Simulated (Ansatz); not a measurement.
# CoSi: the cost of one run

Method: DFT PBE, scalar-relativistic, plane waves, PAW, in Ansatz 0.2.0.

The COD entry's cell or inner coordinates are ideal or old and differ from later refinements, so a difference from it is no clean test against experiment.

**1. Starting point**

Symmetry: P2_13, No. 198, cubic system. Conventional cell: a = 4.445 Å, b = 4.445 Å, c = 4.445 Å, α = 90.00°, β = 90.00°, γ = 90.00°. Co (site symmetry 3) has 7 Si at 2.29 to 2.47 Å as nearest neighbours. Si (site symmetry 3) is surrounded by 7 Co at 2.29 to 2.47 Å.

Structure file:

```cif
data_structure
_symmetry_space_group_name_H-M 'P 1'
_symmetry_Int_Tables_number 1
_cell_length_a 4.4450
_cell_length_b 4.4450
_cell_length_c 4.4450
_cell_angle_alpha 90.000
_cell_angle_beta 90.000
_cell_angle_gamma 90.000
_cell_volume 87.82
loop_
_atom_site_label
_atom_site_type_symbol
_atom_site_fract_x
_atom_site_fract_y
_atom_site_fract_z
_atom_site_occupancy
Co1 Co 0.14000 0.14000 0.14000 1
Co2 Co 0.36000 0.86000 0.64000 1
Co3 Co 0.64000 0.36000 0.86000 1
Co4 Co 0.86000 0.64000 0.36000 1
Si1 Si 0.84300 0.84300 0.84300 1
Si2 Si 0.65700 0.15700 0.34300 1
Si3 Si 0.34300 0.65700 0.15700 1
Si4 Si 0.15700 0.34300 0.65700 1
```

The structure rests on an entry of the Crystallography Open Database; cell or positions may have been set otherwise for this series.

**2. Relaxing the atoms: CoSi, no spin**

Contents of input.yaml:

```yaml
crystal:
  lattice:
    - [4.445, 0.0, 0.0]
    - [0.0, 4.445, 0.0]
    - [0.0, 0.0, 4.445]
  atoms:
    - { symbol: Co, position: [0.14, 0.14, 0.14] }
    - { symbol: Co, position: [0.36, 0.86, 0.64] }
    - { symbol: Co, position: [0.64, 0.36, 0.86] }
    - { symbol: Co, position: [0.86, 0.64, 0.36] }
    - { symbol: Si, position: [0.843, 0.843, 0.843] }
    - { symbol: Si, position: [0.657, 0.157, 0.343] }
    - { symbol: Si, position: [0.343, 0.657, 0.157] }
    - { symbol: Si, position: [0.157, 0.343, 0.657] }
scf:
  occupations: { method: gaussian, width: 0.03 }
output:
  forces: true
  stress: true
  eigenvalues: true
  write_density: true
  write_potential: true
  elf: true
  volumetric_format: npy
kpoints:
  mp_grid: { grid: [8, 8, 8] }
relax:
  f_tol: 0.002
```

On the command line:

```console
> ansatz run input.yaml --threads 4 --pin off --max-ram 24576MiB --backend cpu --events-out ev --progress --plain --runs-dir out
```

What time and memory should one allow on 4 threads of Intel Xeon 6975P-C (Granite Rapids), shared host?

About 15 s, with a peak of 0.56 GiB.
